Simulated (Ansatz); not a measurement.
# GeC (singlet): trial inputs and their diagnosis at distance Ge1–C2 = 3.129 Å

4 inputs are run for GeC (singlet) as typed; the log has to tell whether the result can be used and what must change.

Method: the settings change from run to run; program: Ansatz 0.2.0, Gaussian basis.

33 further runs of the same task are left out: 1 for a mislabelled method, 2 for a known fault of the program, 21 that didn't finish, 9 set aside as unsound or not needed.

## Step 1: What is computed

The geometry derives from a PBE0/def2-TZVP stationary point (not a proven minimum). One bond is set to the value named and the two fragments are kept rigid. No spin-orbit coupling is included. The filled d shell of Ge may be among the frozen orbitals whatever the setting's name suggests; the logs give the count.

2 atoms, charge 0, spin multiplicity 1.

Atoms are counted from 1 here; the program's logs count them from 0.

No contacts short enough for the rule that draws bonds.

## Step 2: Input 1

in.yaml

```yaml
crystal:
  periodic: [false, false, false]
  atoms:
    - {symbol: Ge, position_ang: [0.000000, 0.000000, 0.000000]}
    - {symbol: C, position_ang: [0.000000, 0.000000, 3.129000]}
basis:
  gaussian: {orbitals: def2-SVP}
hamiltonian: {xc: pbe0}
correlation: {method: fic_mrcisd_q, electrons: outside_noble_gas, active_space: {window: {electrons: 2, orbitals: 2}}}
accuracy: high
```

Launch:

```bash
$ ansatz run in.yaml --threads 1 --pin off --events-out ev --progress --plain --max-ram 2393MiB
```

The program printed:

```text
Error: invalid value for `correlation.active_space`: it starts from restricted Hartree–Fock orbitals; set hamiltonian.xc: hf without magnetization.spin_polarized
```

Wall time 0.03 s (1 thread of Arm Neoverse V1, shared host).

**Diagnosis.** The run was refused. An active space is asked on a functional's orbitals. Cure: start from Hartree-Fock.

## Step 3: Input 2

in.yaml

```yaml
crystal:
  periodic: [false, false, false]
  atoms:
    - {symbol: Ge, position_ang: [0.000000, 0.000000, 0.000000]}
    - {symbol: C, position_ang: [0.000000, 0.000000, 3.129000]}
basis:
  gaussian: {orbitals: cc-pVTZ}
correlation: {method: fic_mrcisd_q, electrons: outside_noble_gas, active_space: {window: {electrons: 2, orbitals: 2}, states: [{multiplicity: 1, irrep: 12, weights: [1]}]}}
```

Launched as before.

The program printed:

```text
Functional definition: HF
  name "HF"
  cite "Fock, Z. Phys. 61, 126 (1930) doi:10.1007/BF01340294"
  parent pbe
  exchange = exact_x
  correlation = 0
773 factors; integrals over basis functions are off by at most 1.8e-7 eV
mean field evaluation 1: about -57491.9263 eV, gradient 2.1e1 eV
mean field evaluation 2: about -57491.9486 eV, gradient 2.1e1 eV
mean field evaluation 4: about -57494.1109 eV, gradient 2.7e0 eV
mean field evaluation 8: about -57494.1028 eV, gradient 3.9e-1 eV
mean field evaluation 16: about -57495.4386 eV, gradient 5.5e-3 eV
mean field evaluation 32: about -57495.4761 eV, gradient 1.4e-3 eV
mean field evaluation 64: about -57495.0728 eV, gradient 1.9e-5 eV
mean field evaluation 96: about -57491.3814 eV, gradient 1.6e1 eV
mean field evaluation 128: about -57495.4276 eV, gradient 6.7e-1 eV
mean field evaluation 160: about -57495.4751 eV, gradient 2.6e-1 eV
mean field evaluation 192: about -57495.4431 eV, gradient 7.5e-1 eV
mean field evaluation 224: about -57494.7793 eV, gradient 5.5e0 eV
mean field evaluation 256: about -57494.1030 eV, gradient 7.4e-6 eV
mean field -57495.47613568 eV, -2112.9197761529 hartree, gradient 2.9e-6 eV, S^2 0.000000; 15 other end points of the search recorded, 0 dependent functions left out; unrestricted orbitals would lower it
reference -57495.47613568 eV, -2112.9197761529 hartree; 19, 19 occupied and 54, 54 virtual orbitals, 773 factors
Error: the irrep 12 is not accepted for these orbitals, which take A1, B1, B2, A2, or 1 to 4
```

Wall time 5.5 s (1 thread of Arm Neoverse V1, shared host).

Diagnosis: The run stopped with an error. The symmetry label isn't in the molecule's group. To mend it, name an irrep that the log lists.

## Step 4: Input 3

in.yaml

```yaml
crystal:
  periodic: [false, false, false]
  atoms:
    - {symbol: Ge, position_ang: [0.000000, 0.000000, 0.000000]}
    - {symbol: C, position_ang: [0.000000, 0.000000, 3.129000]}
basis:
  gaussian: {orbitals: cc-pVDZ}
magnetization: {spin_polarized: false}
correlation: {method: ccsdtqp, electrons: valence}
```

Same command.

The program printed:

```text
Error: YAML parse error: error: line 9 column 23: unknown variant `ccsdtqp`, expected one of mp2, rpa, ccsd, ccsd_t, bccd, bccd_t, ccsdt, ccsdt_q, ccsdt_q_b, ccsdtq, fci, sc_nevpt2, fic_nevpt4_sd, fic_mrcisd_q, fic_mrcisd_q_relaxed
 --> <input>:9:23
  |
7 |   gaussian: {orbitals: cc-pVDZ}
8 | magnetization: {spin_polarized: false}
9 | correlation: {method: ccsdtqp, electrons: valence}
  |                       ^ unknown variant `ccsdtqp`, expected one of mp2, rpa, ccsd, ccsd_t, bccd, bccd_t, ccsdt, ccsdt_q, ccsdt_q_b, ccsdtq, fci, sc_nevpt2, fic_nevpt4_sd, fic_mrcisd_q, fic_mrcisd_q_relaxed
```

It took 0.03 s on 1 thread of Arm Neoverse V1, shared host.

**Diagnosis.** The run was refused. The method's name isn't one that the program knows. To mend it, name one from the list in the message.

## Step 5: Input 4

in.yaml

```yaml
crystal:
  periodic: [false, false, false]
  atoms:
    - {symbol: Ge, position_ang: [0.000000, 0.000000, 0.000000]}
    - {symbol: C, position_ang: [0.000000, 0.000000, 3.129000]}
basis:
  gaussian: {orbitals: x2c-TZVPPall}
magnetization: {spin_polarized: false, initial_magnetization: 4}
correlation: {method: bccd, electrons: outside_noble_gas}
```

Launched as before.

The program printed:

```text
Functional definition: HF
  name "HF"
  cite "Fock, Z. Phys. 61, 126 (1930) doi:10.1007/BF01340294"
  parent pbe
  exchange = exact_x
  correlation = 0
509 factors; integrals over basis functions are off by at most 1.6e-3 eV
mean field evaluation 1: about -58088.2678 eV, gradient 8.3e0 eV
mean field evaluation 2: about -58088.2895 eV, gradient 8.3e0 eV
mean field evaluation 4: about -58089.2923 eV, gradient 4.2e0 eV
mean field evaluation 8: about -58089.7152 eV, gradient 1.6e0 eV
mean field evaluation 16: about -58089.8803 eV, gradient 1.1e-1 eV
mean field evaluation 32: about -58089.8642 eV, gradient 7.2e-1 eV
mean field evaluation 64: about -58089.8807 eV, gradient 2.8e-6 eV
mean field evaluation 96: about -58089.3599 eV, gradient 4.0e-1 eV
mean field evaluation 128: about -58089.8805 eV, gradient 7.6e-2 eV
mean field evaluation 160: about -58087.5144 eV, gradient 8.0e0 eV
mean field evaluation 192: about -58089.8752 eV, gradient 4.4e-1 eV
mean field evaluation 224: about -58089.6028 eV, gradient 3.6e-1 eV
mean field evaluation 256: about -58087.0360 eV, gradient 9.2e0 eV
mean field evaluation 288: about -58089.3177 eV, gradient 7.4e-2 eV
mean field evaluation 320: about -58089.8798 eV, gradient 1.6e-1 eV
mean field evaluation 352: about -58089.5556 eV, gradient 1.0e0 eV
mean field evaluation 384: about -58089.2311 eV, gradient 2.0e-2 eV
mean field evaluation 416: about -58089.3171 eV, gradient 1.4e-1 eV
mean field evaluation 448: about -58084.3289 eV, gradient 8.7e0 eV
mean field evaluation 480: about -58089.2311 eV, gradient 8.1e-2 eV
mean field evaluation 512: about -58089.8803 eV, gradient 1.1e-1 eV
mean field evaluation 544: about -58089.7111 eV, gradient 2.5e0 eV
mean field evaluation 576: about -58089.3177 eV, gradient 4.1e-4 eV
mean field evaluation 608: about -58085.2075 eV, gradient 1.5e1 eV
mean field evaluation 640: about -58089.8178 eV, gradient 5.7e-4 eV
mean field evaluation 672: about -58089.2273 eV, gradient 1.1e0 eV
mean field evaluation 704: about -58089.8807 eV, gradient 2.2e-4 eV
mean field evaluation 736: about -58089.3177 eV, gradient 6.8e-3 eV
mean field evaluation 768: about -58085.3812 eV, gradient 1.4e1 eV
mean field evaluation 800: about -58084.0495 eV, gradient 1.2e1 eV
mean field evaluation 832: about -58089.8178 eV, gradient 2.1e-2 eV
mean field evaluation 864: about -58089.2310 eV, gradient 1.4e-1 eV
mean field evaluation 896: about -58089.2312 eV, gradient 4.9e-3 eV
mean field evaluation 928: about -58089.3168 eV, gradient 2.0e-1 eV
mean field evaluation 960: about -58086.4330 eV, gradient 3.2e0 eV
mean field evaluation 992: about -58088.9008 eV, gradient 2.1e-4 eV
mean field -58089.88065494 eV, -2134.7637393338 hartree, gradient 4.1e-6 eV, S^2 6.000000; 19 other end points of the search recorded, 0 dependent functions left out
mean field evaluation 1024: about -58090.0926 eV, gradient 1.3e-1 eV
mean field evaluation 1056: about -58089.7981 eV, gradient 3.9e-1 eV
mean field evaluation 1088: about -58089.9764 eV, gradient 1.1e0 eV
mean field evaluation 1120: about -58090.0926 eV, gradient 2.7e-1 eV
mean field evaluation 1152: about -58089.8037 eV, gradient 4.3e-4 eV
determinant -58089.88065494 eV, -2134.7637393338 hartree, with singles and doubles -58094.49217114 eV, -2134.9332094283 hartree
determinant -58089.81779543 eV, -2134.7614292894 hartree, with singles and doubles -58094.32398631 eV, -2134.9270287497 hartree
determinant -58089.55888394 eV, -2134.7519144677 hartree, with singles and doubles -58094.03713956 eV, -2134.9164873263 hartree
determinant -58089.31771640 eV, -2134.7430517240 hartree, with singles and doubles -58093.82392040 eV, -2134.9086516664 hartree
determinant -58089.23114634 eV, -2134.7398703330 hartree, with singles and doubles -58093.72587191 eV, -2134.9050484511 hartree
determinant -58088.90079824 eV, -2134.7277302643 hartree, with singles and doubles -58094.26547388 eV, -2134.9248784578 hartree
determinant -58089.88065494 eV, -2134.7637393338 hartree, with singles and doubles -58094.39810272 eV, -2134.9297524775 hartree
determinant -58089.81779543 eV, -2134.7614292894 hartree, with singles and doubles -58094.23319960 eV, -2134.9236923996 hartree
determinant -58089.55888394 eV, -2134.7519144677 hartree, with singles and doubles -58093.93868131 eV, -2134.9128690521 hartree
determinant -58089.31771640 eV, -2134.7430517240 hartree, with singles and doubles -58093.72785497 eV, -2134.9051213269 hartree
determinant -58089.23114634 eV, -2134.7398703330 hartree, with singles and doubles -58093.62828253 eV, -2134.9014621074 hartree
determinant -58088.90079824 eV, -2134.7277302643 hartree, with singles and doubles -58094.14769652 eV, -2134.9205502194 hartree
determinant -58089.88065494 eV, -2134.7637393338 hartree, with singles and doubles -58094.40645154 eV, -2134.9300592910 hartree
determinant -58089.81779543 eV, -2134.7614292894 hartree, with singles and doubles -58094.24607965 eV, -2134.9241657327 hartree
determinant -58089.55888394 eV, -2134.7519144677 hartree, with singles and doubles -58093.93876739 eV, -2134.9128722156 hartree
determinant -58088.90079824 eV, -2134.7277302643 hartree, with singles and doubles -58094.17277494 eV, -2134.9214718343 hartree
15 core orbitals not correlated: weight in the atoms' cores, before any rotation towards them, 1.000 or more for the frozen orbitals, at most 0.000 for the correlated occupied ones
reference -58089.88065494 eV, -2134.7637393338 hartree; 6, 2 occupied and 58, 62 virtual orbitals, 509 factors
second order -3.43774598 eV of doubles, -0.12592932 eV of singles
cycle   1  -4.53009658 eV  change   -4.3e-3 eV  update   1.4e-2
cycle   2  -4.52344564 eV  change    6.7e-3 eV  update   4.6e-3
cycle   3  -4.51852282 eV  change    4.9e-3 eV  update   3.4e-3
cycle   4  -4.51721832 eV  change    1.3e-3 eV  update   1.9e-3
cycle   5  -4.51774382 eV  change   -5.3e-4 eV  update   1.0e-3
cycle   6  -4.51773459 eV  change    9.2e-6 eV  update   6.3e-4
cycle   7  -4.51778298 eV  change   -4.8e-5 eV  update   4.2e-4
cycle   8  -4.51786231 eV  change   -7.9e-5 eV  update   2.8e-4
cycle   9  -4.51782860 eV  change    3.4e-5 eV  update   1.8e-4
cycle  10  -4.51780935 eV  change    1.9e-5 eV  update   9.7e-5
cycle  11  -4.51780322 eV  change    6.1e-6 eV  update   5.3e-5
cycle  12  -4.51780446 eV  change   -1.2e-6 eV  update   3.0e-5
cycle  13  -4.51780643 eV  change   -2.0e-6 eV  update   1.7e-5
cycle  14  -4.51780619 eV  change    2.4e-7 eV  update   8.1e-6
Total energy: -58094.39846113 eV, -2134.9297656489 hartree
Relativity: scalar
```

Wall time 34 s (1 thread of Arm Neoverse V1, shared host).

Diagnosis: The run converged, which proves nothing about the input. Far too many unpaired electrons are asked for. Its energy belongs to the state of multiplicity 5, not to the singlet that was meant. Cure: set initial_magnetization to that of the wanted state.

## Step 6: Summary

```csv
input,level,ended,cause,time
1,"MRCISD+Q(2,2)/def2-SVP",refused,an active space is asked on a functional's orbitals,0.03 s
2,"MRCISD+Q(2,2)/cc-pVTZ",stopped by an error,the symmetry label isn't in the molecule's group,5.5 s
3,'ccsdtqp'/cc-pVDZ,refused,the method's name isn't one that the program knows,0.03 s
4,BCCD on ROHF/x2c-TZVPPall,converged,far too many unpaired electrons are asked for,34 s
```

2 refused, 1 stopped by an error, 1 converged. The input that converges on a wrong geometry or spin is the dangerous one: no error points at it, so geometry and ⟨S²⟩ have to be checked.
